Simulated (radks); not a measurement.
# Tl⁺ in [Hg]: an all-electron calculation

The task here is to estimate one member of a computed series from the others.

The numbers are computed with radks (a radial shooting solver on a logarithmic mesh, Libxc functionals) version 1 (scalar-relativistic Kohn-Sham, SCAN, spin-unpolarised, spherical densities, finite nucleus), except any that are marked as measured or tabulated.

## The system

| Item | Value |
| --- | --- |
| element | thallium (Z = 81) |
| charge | +1 |
| electrons | 80 |
| configuration | [Hg] |
| nuclear rms radius | 5.4759 fm |

Outer shells as boxes (Hund's rule):

Tl⁺
```
[Xe] core
4f [↑↓][↑↓][↑↓][↑↓][↑↓][↑↓][↑↓]
5d [↑↓][↑↓][↑↓][↑↓][↑↓]
6s [↑↓]
```

The first run:

Settings of this run:

```text
Z 81
configuration [Hg]
relativity scalar-relativistic
functional scan,scan
spin unpolarised
nucleus finite rms 5.4759 fm
c 137.035999084
```

One table of the session follows, with a row left open; its other results are not shown here.

It belongs to the step «Orbitals and density». Radial moments (bohr):

| level | <r> | outermost maximum (interpolated) | 90 % within | nodes |
| --- | --- | --- | --- | --- |
| 1s | 0.01632 | 0.0100 | 0.0299 | 0 |
| 2s | 0.06873 | 0.0581 | 0.107 | 1 |
| 2p | 0.06234 | 0.0483 | 0.102 | 0 |
| 3s | 0.1774 | 0.164 | 0.260 | 2 |
| 3p | 0.1792 | 0.164 | 0.268 | 1 |
| 3d | 0.1625 | 0.134 | 0.252 | 0 |
| 4s | 0.3915 | 0.369 | 0.560 | 3 |
| 4p | 0.4172 | 0.389 | 0.604 | 2 |
| 4d | 0.4397 | 0.395 | 0.655 | 1 |
| 5s | 0.8792 | 0.807 | 1.25 | 4 |
| 4f | ? | ? | ? | ? |
| 5p | 1.007 | 0.906 | 1.45 | 3 |
| 5d | 1.382 | 1.11 | 2.12 | 2 |
| 6s | 2.373 | 2.05 | 3.45 | 5 |

Q: Estimate the row for 4f from the others.

**Answer.** <r>: 0.4677; outermost maximum (interpolated): 0.358; 90 % within: 0.745; nodes: 0. In the column «<r>» it lies between 4d (0.4397) and 5s (0.8792).
